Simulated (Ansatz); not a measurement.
# BClH₄Sn (SMILES Cl[BH][SnH3]): one structure at several levels

The task here is to estimate one member of a computed series from the others.

The runs use Ansatz 0.2.0, Gaussian basis; single points in def2-TZVPP.

Correlated methods freeze the cores. Filled d shells of the heavier atoms are correlated. Core potentials replace the inner electrons past krypton, and spin-orbit coupling is left out.

**The starting structure**

SMILES `Cl[BH][SnH3]`, 7 atoms, charge 0, spin multiplicity 1.

Atoms are counted from 1 here; the program's logs count them from 0.

Bond lengths: Cl1–B2 1.726 Å, B2–Sn3 2.236 Å, B2–H4 1.227 Å, Sn3–H5 1.714 Å, Sn3–H6 1.609 Å, Sn3–H7 1.506 Å. Angles: Cl1–B2–Sn3 120.8°, Cl1–B2–H4 111.2°, Sn3–B2–H4 127.0°, B2–Sn3–H5 106.2°, B2–Sn3–H6 111.1°, B2–Sn3–H7 112.9°, H5–Sn3–H6 107.3°, H5–Sn3–H7 109.7°, H6–Sn3–H7 109.5°.

As a file:

```
Cl   -0.9619   -2.2115    1.0735
B    -0.9029   -0.9599   -0.1133
Sn    0.5504    0.7284    0.0760
H    -1.5675   -1.2540   -1.1025
H     0.4048    1.6486   -1.3621
H     0.1607    1.6933    1.3031
H     1.9729    0.2608    0.2370
```

The first run:

run/in.yaml

```yaml
crystal:
  periodic: [false, false, false]
  atoms:
    - {symbol: Cl, position_ang: [-0.961900, -2.211500, 1.073500]}
    - {symbol: B, position_ang: [-0.902900, -0.959900, -0.113300]}
    - {symbol: Sn, position_ang: [0.550400, 0.728400, 0.076000]}
    - {symbol: H, position_ang: [-1.567500, -1.254000, -1.102500]}
    - {symbol: H, position_ang: [0.404800, 1.648600, -1.362100]}
    - {symbol: H, position_ang: [0.160700, 1.693300, 1.303100]}
    - {symbol: H, position_ang: [1.972900, 0.260800, 0.237000]}
basis:
  gaussian: {orbitals: def2-TZVPP}
correlation: {method: ccsd_t}
output: {forces: true}
```

The command line of these runs was not kept.

Steps of the session up to this table: CCSD(T)/def2-TZVPP; PBE0-D4/def2-TZVPP; wB97M-V/def2-TZVPP; r2SCAN-D4/def2-TZVPP; PBE-D4/def2-TZVPP; revPBE-D4/def2-TZVPP; CAM-B3LYP-D4/def2-TZVPP.

One table of the session follows, with a row left open; its other results are not shown here.

| method | RMS force component (eV/Å) | angle to CCSD(T) forces (°) | dipole (D) |
| --- | --- | --- | --- |
| CCSD(T) | 1.348 | reference | 0.15 |
| PBE0-D4 | 1.370 | 3.9 | 0.15 |
| wB97M-V | ? | ? | ? |
| r2SCAN-D4 | 1.358 | 2.5 | 0.17 |
| PBE-D4 | 1.384 | 5.2 | 0.23 |
| revPBE-D4 | 1.400 | 5.6 | 0.25 |
| CAM-B3LYP-D4 | 1.367 | 3.0 | 0.14 |

Q: Estimate the row for wB97M-V from the others.

The run gave: RMS force component (eV/Å): 1.364; angle to CCSD(T) forces (°): 2.0; dipole (D): 0.17. In the column «RMS force component (eV/Å)» it lies between r2SCAN-D4 (1.358) and CAM-B3LYP-D4 (1.367).
